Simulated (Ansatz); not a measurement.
**BGeC+ (quintet): wave-function methods side by side, cc-pVDZ**

Aim: climb from Hartree-Fock through coupled cluster and multireference methods for BGeC+ (quintet) at one geometry and basis, and see what each rung misses.

Method: cc-pVDZ, core rule «outside noble gas», up to 16 orbitals frozen; program: Ansatz 0.2.0, Gaussian basis.

To be run: UHF; CCSD(T) on ROHF; CCSD(T) on UHF; BCCD(T) on ROHF; CISD as a restricted active space (open shells left free, so some higher excitations enter); CCSDT(Q) on ROHF; CCSDT(Q) on UHF; CASSCF and MRCISD+Q, 10 electrons in 11 orbitals; CASSCF and NEVPT2, 10 electrons in 11 orbitals.

26 further runs of the same task are left out: 12 that didn't finish, 14 set aside as unsound or not needed. Runs told in other sessions of the task aren't counted.

### Step 1. What is computed

The geometry is a PBE0/def2-TZVP stationary point (not a proven minimum) of the parent state, kept for this charge and spin. No spin-orbit coupling is included. The filled d shell of Ge may be among the frozen orbitals whatever the setting's name suggests.

3 atoms, charge 1, spin multiplicity 5.

Atoms are counted from 1 here; the program's logs count them from 0.

Bond lengths: B1–C2 1.397 Å, C2–Ge3 1.899 Å. Angles: B1–C2–Ge3 180.0°.

In the tables R marks a restricted open-shell determinant and U an unrestricted one; 'frontier' is the active space of 10 electrons in 11 orbitals; energies count from the table's Hartree-Fock row.

### Step 2. UHF

The input, in.yaml:

```yaml
crystal:
  periodic: [false, false, false]
  atoms:
    - {symbol: B, position_ang: [0.000000, 0.000000, 1.564300]}
    - {symbol: C, position_ang: [0.000000, 0.000000, 0.167100]}
    - {symbol: Ge, position_ang: [0.000000, 0.000000, -1.731400]}
basis:
  gaussian: {orbitals: cc-pVDZ}
total_charge: 1
magnetization: {spin_polarized: true, initial_magnetization: 4}
hamiltonian: {xc: hf}
output: {orbitals: {seedname: orbitals}}
```

Started as:

```bash
> ansatz run in.yaml --threads 1 --pin off --events-out ev --progress --plain --max-ram 2393MiB
```

Log:

```text
Functional definition: HF
  name "HF"
  cite "Fock, Z. Phys. 61, 126 (1930) doi:10.1007/BF01340294"
  parent pbe
  exchange = exact_x
  correlation = 0
597 factors; integrals over basis functions are off by at most 7.4e-4 eV
mean field evaluation 1: about -58155.2134 eV, gradient 2.6e1 eV
mean field evaluation 2: about -58155.3184 eV, gradient 2.6e1 eV
mean field evaluation 4: about -58160.2461 eV, gradient 3.1e0 eV
mean field evaluation 8: about -58160.4531 eV, gradient 3.1e-1 eV
mean field evaluation 16: about -58160.4612 eV, gradient 2.4e-2 eV
mean field evaluation 32: about -58161.0293 eV, gradient 1.6e0 eV
mean field evaluation 64: about -58160.6960 eV, gradient 2.7e-2 eV
mean field evaluation 96: about -58160.8558 eV, gradient 4.9e0 eV
mean field evaluation 128: about -58160.5921 eV, gradient 1.3e0 eV
mean field evaluation 160: about -58157.1444 eV, gradient 9.4e0 eV
mean field evaluation 192: about -58157.7902 eV, gradient 7.5e0 eV
mean field evaluation 224: about -58160.4559 eV, gradient 6.1e-1 eV
mean field evaluation 256: about -58160.4612 eV, gradient 7.9e-5 eV
mean field -58161.86244225 eV, -2137.4090212263 hartree, gradient 1.4e-5 eV, S^2 6.026004; 6 other end points of the search recorded, 0 dependent functions left out
reference -58161.86244225 eV, -2137.4090212263 hartree; 23, 19 occupied and 32, 36 virtual orbitals, 597 factors
Total energy: -58161.86244225 eV, -2137.4090212263 hartree
```

Run time: 3.9 s. Hardware: 1 thread of Arm Neoverse V2, shared host.

From the report: ⟨S²⟩ of the determinant 6.026 (pure quintet: 6.00).

### Step 3. CCSD(T) on ROHF

Changes to in.yaml since step 2:

```diff
@@ -9,4 +9,4 @@
 total_charge: 1
-magnetization: {spin_polarized: true, initial_magnetization: 4}
-hamiltonian: {xc: hf}
-output: {orbitals: {seedname: orbitals}}
+magnetization: {spin_polarized: false, initial_magnetization: 4}
+correlation: {method: ccsd_t, electrons: outside_noble_gas}
+output: {forces: true}
```

Same command.

Log, shortened:

```text
Functional definition: HF
  name "HF"
  cite "Fock, Z. Phys. 61, 126 (1930) doi:10.1007/BF01340294"
  parent pbe
[...]
597 factors; integrals over basis functions are off by at most 7.4e-4 eV
[...]
mean field -58161.68668084 eV, -2137.4025621137 hartree, gradient 2.6e-6 eV, S^2 6.000000; 11 other end points of the search recorded, 0 dependent functions left out
[...]
determinant -58161.68668084 eV, -2137.4025621137 hartree, with singles and doubles -58167.04408530 eV, -2137.5994430963 hartree
determinant -58160.51058556 eV, -2137.3593414093 hartree, with singles and doubles -58166.18070617 eV, -2137.5677144985 hartree
determinant -58160.20301852 eV, -2137.3480385292 hartree, with singles and doubles -58165.92938958 eV, -2137.5584787840 hartree
determinant -58158.29076935 eV, -2137.2777646684 hartree, with singles and doubles -58163.84773135 eV, -2137.4819792551 hartree
16 core orbitals not correlated: weight in the atoms' cores, before any rotation towards them, 0.999 or more for the frozen orbitals, at most 0.001 for the correlated occupied ones
reference -58161.68668084 eV, -2137.4025621137 hartree; 7, 3 occupied and 32, 36 virtual orbitals, 597 factors
second order -4.28524001 eV of doubles, -0.09419919 eV of singles
cycle   1  -5.35755222 eV  change   -1.5e-4 eV  update   1.8e-3
[...]
cycle  10  -5.35871804 eV  change   -3.7e-7 eV  update   7.2e-7
perturbative correction -0.18365470 eV, -0.0067491858 hartree
[...]
Total energy: -58167.22905358 eV, -2137.6062405550 hartree
Atom 0 at     0.000000     0.000000     1.564300 Å, force     0.000000    -0.000000     4.366634 eV/Å
Atom 1 at     0.000000     0.000000     0.167100 Å, force    -0.000000     0.000000    -0.893167 eV/Å
Atom 2 at     0.000000     0.000000    -1.731400 Å, force     0.000000    -0.000000    -3.473467 eV/Å
Dipole moment:     0.000000     0.000000     0.982682 e Å
```

Wall time 15 s (1 thread of Arm Neoverse V2, shared host).

From the report: correlation -5.5424 eV; T1 0.027; largest double amplitude 0.06.

### Step 4. CCSD(T) on UHF

Changes to in.yaml since step 3:

```diff
@@ -9,3 +9,3 @@
 total_charge: 1
-magnetization: {spin_polarized: false, initial_magnetization: 4}
+magnetization: {spin_polarized: true, initial_magnetization: 4}
 correlation: {method: ccsd_t, electrons: outside_noble_gas}
```

The command is unchanged.

Log, shortened:

```text
Functional definition: HF
  name "HF"
  cite "Fock, Z. Phys. 61, 126 (1930) doi:10.1007/BF01340294"
  parent pbe
[...]
597 factors; integrals over basis functions are off by at most 7.4e-4 eV
[...]
mean field -58161.86244225 eV, -2137.4090212263 hartree, gradient 1.8e-6 eV, S^2 6.026004; 16 other end points of the search recorded, 0 dependent functions left out
determinant -58161.86244225 eV, -2137.4090212263 hartree, with singles and doubles -58167.05022343 eV, -2137.5996686682 hartree
determinant -58160.69600374 eV, -2137.3661554017 hartree, with singles and doubles -58166.20134106 eV, -2137.5684728165 hartree
determinant -58160.46122204 eV, -2137.3575273333 hartree, with singles and doubles -58165.95627898 eV, -2137.5594669512 hartree
determinant -58159.28099799 eV, -2137.3141548994 hartree, with singles and doubles -58163.85233228 eV, -2137.4821483361 hartree
determinant -58158.48946793 eV, -2137.2850667063 hartree, with singles and doubles -58163.85016975 eV, -2137.4820688647 hartree
16 core orbitals not correlated: weight in the atoms' cores, before any rotation towards them, 0.999 or more for the frozen orbitals, at most 0.001 for the correlated occupied ones
reference -58161.86244225 eV, -2137.4090212263 hartree; 7, 3 occupied and 32, 36 virtual orbitals, 597 factors
second order -4.18418111 eV of doubles, -0.00000000 eV of singles
cycle   1  -5.18801634 eV  change   -2.4e-4 eV  update   1.9e-3
[...]
cycle  11  -5.18938266 eV  change   -2.8e-7 eV  update   3.2e-7
perturbative correction -0.18049031 eV, -0.0066328964 hartree
[...]
Total energy: -58167.23231521 eV, -2137.6063604179 hartree
Atom 0 at     0.000000     0.000000     1.564300 Å, force     0.000000    -0.000000     4.365890 eV/Å
Atom 1 at     0.000000     0.000000     0.167100 Å, force    -0.000000     0.000000    -0.893036 eV/Å
Atom 2 at     0.000000     0.000000    -1.731400 Å, force     0.000000    -0.000000    -3.472854 eV/Å
Dipole moment:    -0.000000    -0.000000     0.983257 e Å
```

Run time: 16 s. Hardware: 1 thread of Arm Neoverse V2, shared host.

From the report: ⟨S²⟩ of the determinant 6.026 (pure quintet: 6.00); correlation -5.3699 eV; T1 0.026; largest double amplitude 0.06.

### Step 5. BCCD(T) on ROHF

Changes to in.yaml since step 4:

```diff
@@ -9,4 +9,3 @@
 total_charge: 1
-magnetization: {spin_polarized: true, initial_magnetization: 4}
-correlation: {method: ccsd_t, electrons: outside_noble_gas}
-output: {forces: true}
+magnetization: {spin_polarized: false, initial_magnetization: 4}
+correlation: {method: bccd_t, electrons: outside_noble_gas}
```

The command is unchanged.

Log, shortened:

```text
Functional definition: HF
  name "HF"
  cite "Fock, Z. Phys. 61, 126 (1930) doi:10.1007/BF01340294"
  parent pbe
[...]
597 factors; integrals over basis functions are off by at most 7.4e-4 eV
[...]
mean field -58161.68668084 eV, -2137.4025621137 hartree, gradient 2.6e-6 eV, S^2 6.000000; 11 other end points of the search recorded, 0 dependent functions left out
[...]
determinant -58161.68668084 eV, -2137.4025621137 hartree, with singles and doubles -58167.04408530 eV, -2137.5994430963 hartree
determinant -58160.51058556 eV, -2137.3593414093 hartree, with singles and doubles -58166.18070617 eV, -2137.5677144985 hartree
determinant -58160.20301852 eV, -2137.3480385292 hartree, with singles and doubles -58165.92938958 eV, -2137.5584787840 hartree
determinant -58158.29076935 eV, -2137.2777646684 hartree, with singles and doubles -58163.84773135 eV, -2137.4819792551 hartree
16 core orbitals not correlated: weight in the atoms' cores, before any rotation towards them, 0.999 or more for the frozen orbitals, at most 0.001 for the correlated occupied ones
reference -58161.68668084 eV, -2137.4025621137 hartree; 7, 3 occupied and 32, 36 virtual orbitals, 597 factors
second order -4.28524001 eV of doubles, -0.09419919 eV of singles
cycle   1  -5.35357994 eV  change    3.8e-3 eV  update   7.5e-3
[...]
cycle  10  -5.35028800 eV  change    3.3e-6 eV  update   6.3e-6
perturbative correction -0.19103288 eV, -0.0070203287 hartree
Total energy: -58167.22800172 eV, -2137.6062018999 hartree
```

Wall time 12 s (1 thread of Arm Neoverse V2, shared host).

From the report: correlation -5.5413 eV; largest double amplitude 0.05.

### Step 6. CISD as a restricted active space (open shells left free, so some higher excitations enter)

Changes to in.yaml since step 5:

```diff
@@ -10,2 +10,2 @@
 magnetization: {spin_polarized: false, initial_magnetization: 4}
-correlation: {method: bccd_t, electrons: outside_noble_gas}
+correlation: {active_space: {ras: {orbitals: [3, 4, 32], electrons: 10, max_holes: 2, max_particles: 2}, fixed_orbitals: true}}
```

The command is unchanged.

Log, shortened:

```text
Functional definition: HF
  name "HF"
  cite "Fock, Z. Phys. 61, 126 (1930) doi:10.1007/BF01340294"
  parent pbe
[...]
597 factors; integrals over basis functions are off by at most 7.4e-4 eV
[...]
mean field -58161.68668084 eV, -2137.4025621137 hartree, gradient 2.6e-6 eV, S^2 6.000000; 10 other end points of the search recorded, 0 dependent functions left out
reference -58161.68668084 eV, -2137.4025621137 hartree; 23, 19 occupied and 32, 36 virtual orbitals, 597 factors
state -58166.70341509 eV, -2137.5869236969 hartree
Total energy: -58166.70341509 eV, -2137.5869236969 hartree
```

Run time: 8 s. Hardware: 1 thread of Arm Neoverse V2, shared host.

From the report: 63,891 determinants.

### Step 7. CCSDT(Q) on ROHF

Changes to in.yaml since step 6:

```diff
@@ -10,2 +10,2 @@
 magnetization: {spin_polarized: false, initial_magnetization: 4}
-correlation: {active_space: {ras: {orbitals: [3, 4, 32], electrons: 10, max_holes: 2, max_particles: 2}, fixed_orbitals: true}}
+correlation: {method: ccsdt_q, electrons: outside_noble_gas}
```

Same command.

Log, shortened:

```text
Functional definition: HF
  name "HF"
  cite "Fock, Z. Phys. 61, 126 (1930) doi:10.1007/BF01340294"
  parent pbe
[...]
1030 factors; integrals over basis functions are off by at most 1.6e-7 eV
[...]
mean field -58161.68677082 eV, -2137.4025654205 hartree, gradient 1.1e-6 eV, S^2 6.000000; 11 other end points of the search recorded, 0 dependent functions left out
[...]
determinant -58161.68677082 eV, -2137.4025654205 hartree, with singles and doubles -58167.04417933 eV, -2137.5994465518 hartree
determinant -58160.51067224 eV, -2137.3593445949 hartree, with singles and doubles -58166.18079766 eV, -2137.5677178607 hartree
determinant -58160.20310743 eV, -2137.3480417965 hartree, with singles and doubles -58165.92948309 eV, -2137.5584822205 hartree
determinant -58158.29086927 eV, -2137.2777683401 hartree, with singles and doubles -58163.84783605 eV, -2137.4819831028 hartree
16 core orbitals not correlated: weight in the atoms' cores, before any rotation towards them, 0.999 or more for the frozen orbitals, at most 0.001 for the correlated occupied ones
reference -58161.68677082 eV, -2137.4025654205 hartree; 7, 3 occupied and 32, 36 virtual orbitals, 1030 factors
second order -4.28524603 eV of doubles, -0.09419904 eV of singles
cycle   1  -5.04817398 eV  change   -6.7e-1 eV  update   8.2e-2
[...]
cycle  21  -5.58620449 eV  change   -6.0e-7 eV  update   6.9e-7
perturbative correction -0.01300855 eV, -0.0004780555 hartree
Total energy: -58167.28598386 eV, -2137.6083327045 hartree
```

Wall time 29 s (1 thread of Arm Neoverse V2, shared host); peak memory 0.41 GiB.

From the report: correlation -5.5992 eV; T1 0.030; largest double amplitude 0.07.

### Step 8. CCSDT(Q) on UHF

Changes to in.yaml since step 7:

```diff
@@ -9,3 +9,3 @@
 total_charge: 1
-magnetization: {spin_polarized: false, initial_magnetization: 4}
+magnetization: {spin_polarized: true, initial_magnetization: 4}
 correlation: {method: ccsdt_q, electrons: outside_noble_gas}
```

Launched as before.

Log, shortened:

```text
Functional definition: HF
  name "HF"
  cite "Fock, Z. Phys. 61, 126 (1930) doi:10.1007/BF01340294"
  parent pbe
[...]
1030 factors; integrals over basis functions are off by at most 1.6e-7 eV
[...]
mean field -58161.86253226 eV, -2137.4090245342 hartree, gradient 1.9e-6 eV, S^2 6.026004; 17 other end points of the search recorded, 0 dependent functions left out
determinant -58161.86253226 eV, -2137.4090245342 hartree, with singles and doubles -58167.05031732 eV, -2137.5996721186 hartree
determinant -58160.69609194 eV, -2137.3661586431 hartree, with singles and doubles -58166.20143321 eV, -2137.5684762032 hartree
determinant -58160.46131235 eV, -2137.3575306523 hartree, with singles and doubles -58165.95637267 eV, -2137.5594703945 hartree
determinant -58159.28109089 eV, -2137.3141583135 hartree, with singles and doubles -58163.85242574 eV, -2137.4821517707 hartree
determinant -58158.48956820 eV, -2137.2850703911 hartree, with singles and doubles -58163.85027426 eV, -2137.4820727054 hartree
16 core orbitals not correlated: weight in the atoms' cores, before any rotation towards them, 0.999 or more for the frozen orbitals, at most 0.001 for the correlated occupied ones
reference -58161.86253226 eV, -2137.4090245342 hartree; 7, 3 occupied and 32, 36 virtual orbitals, 1030 factors
second order -4.18418680 eV of doubles, -0.00000000 eV of singles
cycle   1  -4.84551104 eV  change   -6.6e-1 eV  update   8.5e-2
[...]
cycle  22  -5.41390670 eV  change   -2.8e-7 eV  update   4.6e-7
perturbative correction -0.01381482 eV, -0.0005076853 hartree
Total energy: -58167.29025378 eV, -2137.6084896210 hartree
```

Run time: 30 s. Hardware: 1 thread of Arm Neoverse V2, shared host; peak memory 0.34 GiB.

From the report: ⟨S²⟩ of the determinant 6.026 (pure quintet: 6.00); correlation -5.4277 eV; T1 0.030; largest double amplitude 0.07.

### Step 9. CASSCF and MRCISD+Q, 10 electrons in 11 orbitals

Changes to in.yaml since step 8:

```diff
@@ -9,3 +9,3 @@
 total_charge: 1
-magnetization: {spin_polarized: true, initial_magnetization: 4}
-correlation: {method: ccsdt_q, electrons: outside_noble_gas}
+magnetization: {spin_polarized: false, initial_magnetization: 4}
+correlation: {method: fic_mrcisd_q, electrons: outside_noble_gas, active_space: {window: {electrons: 10, orbitals: 11}}}
```

The command is unchanged.

Log, shortened:

```text
Functional definition: HF
  name "HF"
  cite "Fock, Z. Phys. 61, 126 (1930) doi:10.1007/BF01340294"
  parent pbe
[...]
597 factors; integrals over basis functions are off by at most 7.4e-4 eV
[...]
mean field -58161.68668084 eV, -2137.4025621137 hartree, gradient 2.6e-6 eV, S^2 6.000000; 10 other end points of the search recorded, 0 dependent functions left out
reference -58161.68668084 eV, -2137.4025621137 hartree; 23, 19 occupied and 32, 36 virtual orbitals, 597 factors
state -58163.73177497 eV, -2137.4777179368 hartree
contracted CI cycle   1: correlation 0.00000000 eV, 0.0000000000 hartree, residual 1.36e1 eV
contracted CI cycle   2: correlation -3.13419650 eV, -0.1151795970 hartree, residual 2.72e0 eV
contracted CI cycle   3: correlation -3.27634839 eV, -0.1204035824 hartree, residual 7.73e-1 eV
[...]
contracted CI cycle   2: correlation -3.24355342 eV, -0.1191983895 hartree, residual 2.76e0 eV
contracted CI cycle   3: correlation -3.36800011 eV, -0.1237717210 hartree, residual 6.28e-1 eV
contracted CI cycle   4: correlation -3.37574520 eV, -0.1240563479 hartree, residual 2.06e-1 eV
contracted CI cycle   5: correlation -3.37665824 eV, -0.1240899015 hartree, residual 7.20e-2 eV
contracted CI cycle   6: correlation -3.37675537 eV, -0.1240934711 hartree, residual 2.23e-2 eV
contracted CI cycle   7: correlation -3.37676415 eV, -0.1240937935 hartree, residual 6.74e-3 eV
contracted CI cycle   8: correlation -3.37676504 eV, -0.1240938263 hartree, residual 2.34e-3 eV
contracted CI cycle   9: correlation -3.37676515 eV, -0.1240938305 hartree, residual 8.25e-4 eV
state -58163.61866575 eV, -2137.4735612494 hartree; corrected -58167.24325884 eV, -2137.6067625887 hartree
state -58163.73177497 eV, -2137.4777179368 hartree; corrected -58167.27720958 eV, -2137.6080102554 hartree
[...]
Total energy: -58167.27720958 eV, -2137.6080102554 hartree
```

It took 53 s on 1 thread of Arm Neoverse V2, shared host; peak memory 0.93 GiB.

From the report: 13,604 determinants; active occupations 1.99, 1.98, 1.96, 1.00, 1.00, 0.99, 0.99, 0.03, 0.03, 0.02, 0.02.

### Step 10. CASSCF and NEVPT2, 10 electrons in 11 orbitals

Changes to in.yaml since step 9:

```diff
@@ -10,2 +10,2 @@
 magnetization: {spin_polarized: false, initial_magnetization: 4}
-correlation: {method: fic_mrcisd_q, electrons: outside_noble_gas, active_space: {window: {electrons: 10, orbitals: 11}}}
+correlation: {method: sc_nevpt2, electrons: outside_noble_gas, active_space: {window: {electrons: 10, orbitals: 11}}}
```

Same command.

Log, shortened:

```text
Functional definition: HF
  name "HF"
  cite "Fock, Z. Phys. 61, 126 (1930) doi:10.1007/BF01340294"
  parent pbe
[...]
597 factors; integrals over basis functions are off by at most 7.4e-4 eV
[...]
mean field -58161.68668084 eV, -2137.4025621137 hartree, gradient 2.6e-6 eV, S^2 6.000000; 10 other end points of the search recorded, 0 dependent functions left out
reference -58161.68668084 eV, -2137.4025621137 hartree; 23, 19 occupied and 32, 36 virtual orbitals, 597 factors
state -58163.73177497 eV, -2137.4777179368 hartree
state -58163.73177497 eV, -2137.4777179368 hartree; corrected -58166.30581919 eV, -2137.5723123171 hartree
state -58163.61866575 eV, -2137.4735612494 hartree
state -58163.61866575 eV, -2137.4735612494 hartree; corrected -58166.35920996 eV, -2137.5742743918 hartree
state -58163.61866575 eV, -2137.4735612494 hartree; corrected -58166.35920996 eV, -2137.5742743918 hartree
WARN: the results are in doubt because another end's mean lies 0.113 eV lower, and its corrected mean 0.053 eV higher
Total energy: -58166.35920996 eV, -2137.5742743918 hartree
In doubt: another end's mean lies 0.113 eV lower, and its corrected mean 0.053 eV higher
```

Run time: 43 s. Hardware: 1 thread of Arm Neoverse V2, shared host.

From the report: 13,604 determinants; active occupations 1.98, 1.97, 1.93, 1.00, 1.00, 1.00, 0.99, 0.05, 0.03, 0.03, 0.01. The program marks this result as in doubt; its last lines say why.

### Step 11. The ladder

The yardstick is UCCSDT(Q), where the cluster series has nearly closed. Rows without a time are mean-field rows or come out of runs for another level: lower rungs of the coupled-cluster runs, CASSCF and MRCISD of the multireference runs, or the Hartree-Fock search. The times of RCCSD(T), UCCSD(T) include forces.

Differences are taken before rounding.

```csv
method,energy from the lowest ROHF (meV),from UCCSDT(Q) (meV),time
ROHF,0.0,+5603.6,
UHF,-175.8,+5427.8,
RMP2,-4379.4,+1224.1,
UMP2,-4359.9,+1243.6,
RCCSD,-5358.7,+244.9,
UCCSD,-5365.1,+238.4,
RCCSD(T),-5542.4,+61.2,15 s
UCCSD(T),-5545.6,+57.9,16 s
BCCD(T),-5541.3,+62.3,12 s
RCCSDT,-5586.3,+17.3,
UCCSDT,-5589.8,+13.8,
RCCSDT(Q),-5599.3,+4.3,29 s
UCCSDT(Q),-5603.6,0,30 s
CASSCF frontier,-2045.1,+3558.5,
MRCISD frontier,-5338.4,+265.1,
MRCISD+Q frontier,-5590.5,+13.0,53 s
```

Among the levels timed on like hardware and quicker than the yardstick, those that no quicker one beats, quickest first: BCCD(T) (12 s, +62.3 meV); RCCSD(T) (15 s, +61.2 meV); UCCSD(T) (16 s, +57.9 meV); RCCSDT(Q) (29 s, +4.3 meV).

Not comparable, so not listed: CISD as a restricted active space (open shells left free, so some higher excitations enter); CASSCF and NEVPT2, 10 electrons in 11 orbitals (they don't share determinant, frozen orbitals or solution with the rows shown, or repeat one).

### Step 12. Summary of results

```
                         quantity                                         value
    UCCSDT(Q) from the ROHF energy                                    -5.6036 eV
              RMP2 from UCCSDT(Q)                                   +1224.1 meV
              UMP2 from UCCSDT(Q)                                   +1243.6 meV
             RCCSD from UCCSDT(Q)                                    +244.9 meV
          RCCSD(T) from UCCSDT(Q)                                     +61.2 meV
          UCCSD(T) from UCCSDT(Q)                                     +57.9 meV
         RCCSDT(Q) from UCCSDT(Q)                                      +4.3 meV
 MRCISD+Q frontier from UCCSDT(Q)                                     +13.0 meV
levels within 1 kcal/mol (43 meV)  RCCSDT, UCCSDT, RCCSDT(Q), MRCISD+Q frontier
                    T1 diagnostic                                         0.027
```

RCCSD(T) misses by +61.2 meV, 1.1 % of the correlation energy. These misses are within one basis, not against nature; the frozen cores of restricted and unrestricted runs differ, which can shift their rows.

For cost: RCCSDT(Q) gets within 4.3 meV in 29 s, where UCCSDT(Q) took 30 s; the quickest level in the cost chart, BCCD(T), takes 12 s and misses by 62.3 meV.
